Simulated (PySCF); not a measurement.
# [Nd(H2O)7]3+: other functionals and bases at one geometry

One table from this session's results is given with a row withheld; the runs are named, their logs left out.

The runs use PySCF 2.14.0; several levels, as the steps say, no spin–orbit coupling.

1 further run of the same task is left out (for a known fault of the program).

## The system as given

22 atoms, charge 3, spin multiplicity 1.

Bond lengths: Nd1–O2 2.472 Å, Nd1–O5 2.472 Å, Nd1–O8 2.522 Å, Nd1–O11 2.507 Å, Nd1–O14 2.516 Å, Nd1–O17 2.516 Å, Nd1–O20 2.507 Å, O2–H3 0.979 Å, O2–H4 0.979 Å, O5–H6 0.979 Å, O5–H7 0.979 Å, O8–H9 0.976 Å, O8–H10 0.976 Å, O11–H12 0.976 Å, O11–H13 0.976 Å, O14–H15 0.976 Å, O14–H16 0.976 Å, O17–H18 0.976 Å and more. Angles: O2–Nd1–O5 180.0°, O2–Nd1–O8 90.0°, O2–Nd1–O11 90.0°, O2–Nd1–O14 90.0°, O2–Nd1–O17 90.0°, O2–Nd1–O20 90.0°, O5–Nd1–O8 90.0°, O5–Nd1–O11 90.0°, O5–Nd1–O14 90.0°, O5–Nd1–O17 90.0°, O5–Nd1–O20 90.0°, O8–Nd1–O11 72.1°, O8–Nd1–O14 143.9°, O8–Nd1–O17 143.9°, O8–Nd1–O20 72.1°, O11–Nd1–O14 71.8°, O11–Nd1–O17 144.0°, O11–Nd1–O20 144.2° and more.

As a file:

```
Nd    0.0000    0.0000    0.0000
O    -0.0010    0.0000    2.4719
H     0.7663    0.0000    3.0796
H    -0.7689    0.0000    3.0789
O    -0.0010    0.0000   -2.4719
H     0.7663    0.0000   -3.0796
H    -0.7689    0.0000   -3.0789
O     2.5217    0.0000    0.0000
H     3.1277    0.0000    0.7651
H     3.1277    0.0000   -0.7651
O     0.7712    2.3855    0.0000
H     0.9410    2.9616    0.7692
H     0.9410    2.9616   -0.7692
O    -2.0332    1.4822    0.0000
H    -2.5024    1.8623    0.7668
H    -2.5024    1.8623   -0.7668
O    -2.0332   -1.4822    0.0000
H    -2.5024   -1.8623    0.7668
H    -2.5024   -1.8623   -0.7668
O     0.7712   -2.3855    0.0000
H     0.9410   -2.9616    0.7692
H     0.9410   -2.9616   -0.7692
```

Formal oxidation states: Nd +3. Each metal's 3 4f electrons lie in its core potential, so multiplicities, spins and levels count the valence alone. An earlier session relaxed this geometry at B3LYP, Nd lcecp-1-SVP with ECP49, O def2-SVP, H def2-SVP (singlet, point group C2v). Its vibrations showed it to be a saddle point, relaxed within its symmetry.

At B3LYP on the finer grid: E = -567.770972 Eh, HOMO -20.38 eV, LUMO -13.31 eV, Mulliken charge on Nd1 +1.18 e, largest force component 0.003 eV/Å. 

Levels to run: BP86; M06-L; PBE; BLYP; B3LYP, TZVP. Hardware: 4 threads of Arm Neoverse V1, shared host.

Set-up of the first run:

Input file run.py (the lines that set the calculation):

```python
mol = gto.M(atom='''
Nd    -0.00003     0.00000     0.00000
O     -0.00104     0.00000     2.47186
H      0.76630     0.00000     3.07959
H     -0.76891     0.00000     3.07893
O     -0.00104     0.00000    -2.47186
H      0.76630     0.00000    -3.07959
H     -0.76891     0.00000    -3.07893
O      2.52166     0.00000     0.00000
H      3.12768     0.00000     0.76512
H      3.12768     0.00000    -0.76512
O      0.77124     2.38548     0.00000
H      0.94103     2.96161     0.76920
H      0.94103     2.96161    -0.76920
O     -2.03322     1.48224     0.00000
H     -2.50243     1.86230     0.76679
H     -2.50243     1.86230    -0.76679
O     -2.03322    -1.48224     0.00000
H     -2.50243    -1.86230     0.76679
H     -2.50243    -1.86230    -0.76679
O      0.77124    -2.38548     0.00000
H      0.94103    -2.96161     0.76920
H      0.94103    -2.96161    -0.76920''',
    basis={'Nd': 'lcecp-1-SVP', 'O': 'def2-SVP', 'H': 'def2-SVP'},
    ecp={'Nd': 'lcecp-1-SVP'},
    charge=3, spin=0)
mf = dft.RKS(mol, xc='B88,P86')
mf.grids.atom_grid = (75, 302)  # f atoms: unpruned, at least (60, 302)
mf = mf.density_fit()  # fitting sets: Nd AutoAux, O def2-universal-JKFIT, H def2-universal-JKFIT
mf.conv_tol = 1e-08; mf.max_cycle = 55
mf.kernel(dm0)  # dm0: the density of the relaxed state
```

Command:

```sh
OMP_NUM_THREADS=4 python run.py
```

Steps of the session up to this table: BP86; M06-L; PBE; BLYP; B3LYP, TZVP.

One of the session's tables, all rows but one given; the rest of the session is left out.

| level | HOMO (eV) | gap (eV) | charge on Nd1 (e) | largest force component (eV/Å) |
| --- | --- | --- | --- | --- |
| B3LYP (relaxed here) | -20.38 | 7.08 | 1.18 | 0.00 |
| BP86 | -18.89 | 4.80 | 1.03 | 0.51 |
| M06-L | -19.32 | 5.78 | 1.46 | 0.19 |
| PBE | ? | ? | ? | ? |
| BLYP | -18.67 | 4.80 | 0.98 | 0.47 |
| B3LYP, TZVP | -20.50 | 7.14 | 2.03 | 0.38 |

Q: Estimate the row for PBE from the others.

**Answer.** HOMO (eV): -18.78; gap (eV): 4.79; charge on Nd1 (e): 1.01; largest force component (eV/Å): 0.46. In the column «HOMO (eV)» it lies between BP86 (-18.89) and BLYP (-18.67).

In one basis the HOMO–LUMO gap runs from 4.79 eV (PBE) to 7.08 eV (B3LYP). The largest leftover force, 0.51 eV/Å with BP86, stands at a geometry relaxed at another level. With 4f in the core, its levels are missing from HOMO and gap, and its count is fixed, so no charge can pass from the ligands into it. Total energies of different levels can't be compared.
